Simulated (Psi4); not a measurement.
**SnBrCl (SMILES [Cl][Sn][Br]), step by step**

Aim: a series of 9 runs (PBE0-D4/def2-TZVP, PBE-D4/def2-TZVPP, r2SCAN-D4/def2-TZVPP, B3LYP-D4/def2-TZVPP, PBE0-D4/def2-TZVPP, wB97M-V/def2-TZVPP, CCSD(T)/def2-TZVPP, MP2/def2-QZVPP) of SnBrCl. 

Program for the calculation: Psi4 1.11.

## Step 1: The molecule

The species is SnBrCl (3 atoms), meant as a singlet with charge 0. As SMILES, `[Cl][Sn][Br]`. The run starts from this shape.

Bond lengths: Cl1–Sn2 2.363 Å, Sn2–Br3 2.519 Å. Angles: Cl1–Sn2–Br3 99.0°.

## Step 2: A structure relaxation at PBE0-D4/def2-TZVP (density fitting, core potential) (run 2)

File input.dat:

```
memory 3300 MB

molecule molecule1 {
  0 1
  Cl     0.554390     1.714070     0.547510
  Sn    -0.946240     0.167630    -0.422010
  Br     0.367760    -1.947240    -0.042060
  symmetry c1
}

set {
  basis                   def2-TZVP
  scf_type                df
  geom_maxiter            50
  max_force_g_convergence 0.0002
}

e_tot, wfn = optimize('pbe0-d4', return_wfn=True)
```

The run is started by

```console
$ psi4 -i input.dat -o output.dat -n 2
```

output.dat:

```text
[...]
    !!!  WARNING: ECP capability is in beta. Please check occupations closely.  !!!
[...]
  Running in c1 symmetry.
[...]
  Nuclear repulsion =  330.332809599807320
[...]
  Multiplicity = 1
[...]
  Nalpha       = 37
  Nbeta        = 37
[...]
    Number of basis functions: 135
[...]
 WARNING: Atomic UHF is not converging! Try casting from a smaller basis or call Rob at CCMST.
   -------------------------
[...]
   @DF-RKS iter   1: -3247.88153312871418   -2.26040e+00   1.20121e-02 ADIIS/DIIS
[...]
   @DF-RKS iter  12: -3248.35167290625759   -2.27374e-12   7.92291e-09 DIIS
[...]
  @DF-RKS Final Energy: -3248.35167290625759
   => Energetics <=
    Nuclear Repulsion Energy =            330.3328095998073195
    One-Electron Energy =               -5254.4849226766691572
    Two-Electron Energy =                1779.4875163733568115
    DFT Exchange-Correlation Energy =    -103.6835621273652208
    Empirical Dispersion Energy =          -0.0035140753877671
    VV10 Nonlocal Energy =                  0.0000000000000000
    Total Energy =                      -3248.3516729062575905
[...]
 Multipole Moments:
 ------------------------------------------------------------------------------------
     Multipole            Electronic (a.u.)      Nuclear  (a.u.)        Total (a.u.)
 ------------------------------------------------------------------------------------
 L = 1.  Multiply by 2.5417464519 to convert [e a0] to [Debye]
 Dipole X            :        -46.5814600           45.3630513           -1.2184088
 Dipole Y            :         23.0450490          -22.8775478            0.1675012
 Dipole Z            :         -0.0000000            0.0000000           -0.0000000
 Magnitude           :                                                    1.2298685
[...]
  -Total Gradient:
     Atom            X                  Y                   Z
    ------   -----------------  -----------------  -----------------
       1        0.000209991420     0.000070726960    -0.000000000002
       2        0.000229909248     0.000234878952     0.000000000130
       3       -0.000096075070     0.000110345993    -0.000000000128
[...]
    Final optimized geometry and variables:
    Molecular point group: c1
    Full point group: Cs
    Geometry (in Angstrom), charge = 0, multiplicity = 1:
    CL           1.057421825782     2.043732732064    -0.000000000000
    SN          -0.719395401590     0.486088150841    -0.000000000000
    BR           0.624446306693    -1.644104934885     0.000000000000
    Psi4 run time: 0:00:15.61
```

Standard output:

```text
Optimizer: Optimization complete!
```

It took 18 s on 2 threads of AMD EPYC 7R43 (Zen 3), shared host; peak memory 0.54 GiB.

## Step 3: The harmonic vibrations at PBE0-D4/def2-TZVP (density fitting, core potential) (run 3)

File job.inp:

```
memory 3300 mb

molecule m {
  0 1
  Cl     0.554390     1.714070     0.547510
  Sn    -0.946240     0.167630    -0.422010
  Br     0.367760    -1.947240    -0.042060
  symmetry c1
}

set basis def2-TZVP
set reference rks
set scf_type df
set rotational_symmetry_number 1

frequency("pbe0-d4")
```

The run is started by

```console
$ psi4 -i job.inp -o job.out -n 2
```

job.out:

```text
[...]
    !!!  WARNING: ECP capability is in beta. Please check occupations closely.  !!!
[...]
  Running in c1 symmetry.
[...]
  Nuclear repulsion =  330.332809599807320
[...]
  Multiplicity = 1
[...]
  Nalpha       = 37
  Nbeta        = 37
[...]
    Number of basis functions: 135
[...]
 WARNING: Atomic UHF is not converging! Try casting from a smaller basis or call Rob at CCMST.
   -------------------------
[...]
   @DF-RKS iter   1: -3247.88052814464163   -2.22171e+00   1.20074e-02 DIIS/ADIIS
[...]
   @DF-RKS iter  12: -3248.35167290308664   -1.81899e-12   8.39837e-09 DIIS
[...]
  @DF-RKS Final Energy: -3248.35167290308664
   => Energetics <=
    Nuclear Repulsion Energy =            330.3328073858104403
    One-Electron Energy =               -5254.4849190335862659
    Two-Electron Energy =                1779.4875149612189489
    DFT Exchange-Correlation Energy =    -103.6835621411458987
    Empirical Dispersion Energy =          -0.0035140753829663
    VV10 Nonlocal Energy =                  0.0000000000000000
    Total Energy =                      -3248.3516729030861825
[...]
 Multipole Moments:
 ------------------------------------------------------------------------------------
     Multipole            Electronic (a.u.)      Nuclear  (a.u.)        Total (a.u.)
 ------------------------------------------------------------------------------------
 L = 1.  Multiply by 2.5417464519 to convert [e a0] to [Debye]
 Dipole X            :        -46.5814600           45.3630513           -1.2184088
 Dipole Y            :         23.0450491          -22.8775478            0.1675013
 Dipole Z            :          0.0091734           -0.0089689            0.0002045
 Magnitude           :                                                    1.2298686
[...]
  -Total Gradient:
     Atom            X                  Y                   Z
    ------   -----------------  -----------------  -----------------
       1        0.000210008659     0.000070743840    -0.000000026667
       2        0.000229876191     0.000234886325    -0.000000017943
       3       -0.000096059211     0.000110321998     0.000000024443
[...]
  ==> Harmonic Vibrational Analysis <==
[...]
  Freq [cm^-1]                 106.5256            243.4251            352.3436
[...]
  IR activ [km/mol]             1.5707             45.1951             71.2881
[...]
  Total E_0, Enthalpy at 0 [K]                                                        -3248.35007296 [Eh]
[...]
  Total H, Enthalpy at  298.15 [K]                                                    -3248.34471954 [Eh]
[...]
  Total G, Gibbs energy at  298.15 [K]                                                -3248.38132982 [Eh]
[...]
```

Standard output:

```text
Warning: used thermodynamics relations inappropriate for low-frequency modes: ['106.5256' '243.4251' '352.3436']
```

Wall time 1.9 min (2 threads of AMD EPYC 7R43 (Zen 3), shared host); peak memory 0.62 GiB.

Runs 4 to 9 aren't shown in full; the table further down has their settings and results.

## Step 4: A single-point energy at MP2/def2-QZVPP (density fitting, core potential, density fitting for correlation) (run 10)

File brclsn.in:

```
memory 3300 MB

molecule {
  Cl     0.554390     1.714070     0.547510
  Sn    -0.946240     0.167630    -0.422010
  Br     0.367760    -1.947240    -0.042060
  units angstrom
  symmetry c1
}

set scf_type df
set num_frozen_docc 18

energy('mp2/def2-QZVPP')
print_variables()
```

The run is started by

```console
$ psi4 brclsn.in brclsn.out -n 2
```

brclsn.out:

```text
[...]
    !!!  WARNING: ECP capability is in beta. Please check occupations closely.  !!!
[...]
  Running in c1 symmetry.
[...]
  Nuclear repulsion =  330.332809599807320
[...]
  Multiplicity = 1
[...]
  Nalpha       = 37
  Nbeta        = 37
[...]
    Number of basis functions: 241
[...]
   @DF-RHF iter   1: -3245.08988089069226   -3.01948e+00   7.47243e-03 ADIIS/DIIS
[...]
   @DF-RHF iter  12: -3245.46857835858100   -3.41061e-11   5.39233e-09 DIIS
[...]
    Orbital Energies [Eh]
    ---------------------
    Doubly Occupied:
       1A   -490.008794     2A   -104.817108     3A    -65.149417
       4A    -58.504270     5A    -58.503880     6A    -58.503715
       7A    -10.543097     8A     -9.821957     9A     -8.009602
      10A     -8.008807    11A     -8.008647    12A     -7.430955
      13A     -7.428652    14A     -7.427902    15A     -5.923460
      16A     -4.114056    17A     -4.109167    18A     -4.106725
      19A     -3.173311    20A     -3.172368    21A     -3.171362
      22A     -3.168531    23A     -3.168462    24A     -1.381690
      25A     -1.378319    26A     -1.376444    27A     -1.375275
      28A     -1.369768    29A     -1.065872    30A     -0.989402
      31A     -0.616018    32A     -0.483633    33A     -0.466939
      34A     -0.463906    35A     -0.420605    36A     -0.414894
[...]
  @DF-RHF Final Energy: -3245.46857835858100
   => Energetics <=
    Nuclear Repulsion Energy =            330.3328095998073195
    One-Electron Energy =               -5254.7095945966084400
    Two-Electron Energy =                1678.9082066382195535
    Total Energy =                      -3245.4685783585809986
[...]
 Multipole Moments:
 ------------------------------------------------------------------------------------
     Multipole            Electronic (a.u.)      Nuclear  (a.u.)        Total (a.u.)
 ------------------------------------------------------------------------------------
 L = 1.  Multiply by 2.5417464519 to convert [e a0] to [Debye]
 Dipole X            :        -46.6577015           45.3630513           -1.2946502
 Dipole Y            :         23.0764509          -22.8775478            0.1989031
 Dipole Z            :          0.0000000            0.0000000            0.0000000
 Magnitude           :                                                    1.3098403
[...]
```

Run time: 19 s. Hardware: 2 threads of AMD EPYC 7R43 (Zen 3), shared host; peak memory 0.65 GiB.

## Step 5: Overview of the runs

| run | level | task | geom maxiter | energy (Eh) | dipole moment (D) | HOMO energy (eV) | LUMO energy (eV) | wall time |
| --- | --- | --- | --- | --- | --- | --- | --- | --- |
| 2 | PBE0-D4/def2-TZVP (density fitting, core potential) | optimise | 50 | -3248.351673 | 3.13 | -7.85 | -3.17 | 18 s |
| 3 | PBE0-D4/def2-TZVP (density fitting, core potential) | frequencies | – | -3248.351673 | 3.13 | – | – | 1.9 min |
| 4 | PBE-D4/def2-TZVPP (density fitting, core potential) | energy | – | -3248.223022 | 2.93 | -6.80 | -3.80 | 11 s |
| 5 | r2SCAN-D4/def2-TZVPP (density fitting, core potential) | energy | – | -3248.828302 | 3.00 | -7.10 | -3.77 | 18 s |
| 6 | B3LYP-D4/def2-TZVPP (density fitting, core potential) | energy | – | -3248.915822 | 3.16 | -7.66 | -3.38 | 11 s |
| 7 | PBE0-D4/def2-TZVPP (density fitting, core potential) | properties | – | -3248.351712 | 3.12 | -7.85 | -3.17 | 11 s |
| 8 | wB97M-V/def2-TZVPP (density fitting, core potential) | energy | – | -3248.578813 | 3.23 | -9.91 | -1.45 | 16 s |
| 9 | CCSD(T)/def2-TZVPP (density fitting, core potential, density fitting for correlation) | energy | – | -3246.203095 | – | -10.04 | -0.48 | 4.2 min |
| 10 | MP2/def2-QZVPP (density fitting, core potential, density fitting for correlation) | energy | – | -3246.780524 | – | -10.06 | -0.51 | 19 s |

## Step 6: Outcome

```
                                                            quantity           value
                                run 10, MP2/def2-QZVPP: total energy  -3246.78052 Eh
         run 10, MP2/def2-QZVPP: HOMO energy (Hartree–Fock orbitals)       -10.06 eV
         run 10, MP2/def2-QZVPP: LUMO energy (Hartree–Fock orbitals)        -0.51 eV
       run 10, MP2/def2-QZVPP: HOMO–LUMO gap (Hartree–Fock orbitals)         9.55 eV
run 10, MP2/def2-QZVPP: correlation energy (18 core orbitals frozen)     -1311.9 mEh
```

**Reading.** Over runs 2, 3, 4, 5, 6, 7, 8 the dipole moment (its size) runs from 2.93 D (PBE-D4/def2-TZVPP) to 3.23 D (wB97M-V/def2-TZVPP). Over runs 2, 4, 5, 6, 7, 8 the HOMO–LUMO gap runs from 2.99 eV (PBE-D4/def2-TZVPP) to 8.46 eV (wB97M-V/def2-TZVPP). Totals of different functionals can't be ranked against each other. All runs together took 7.8 min, the longest 4.2 min.
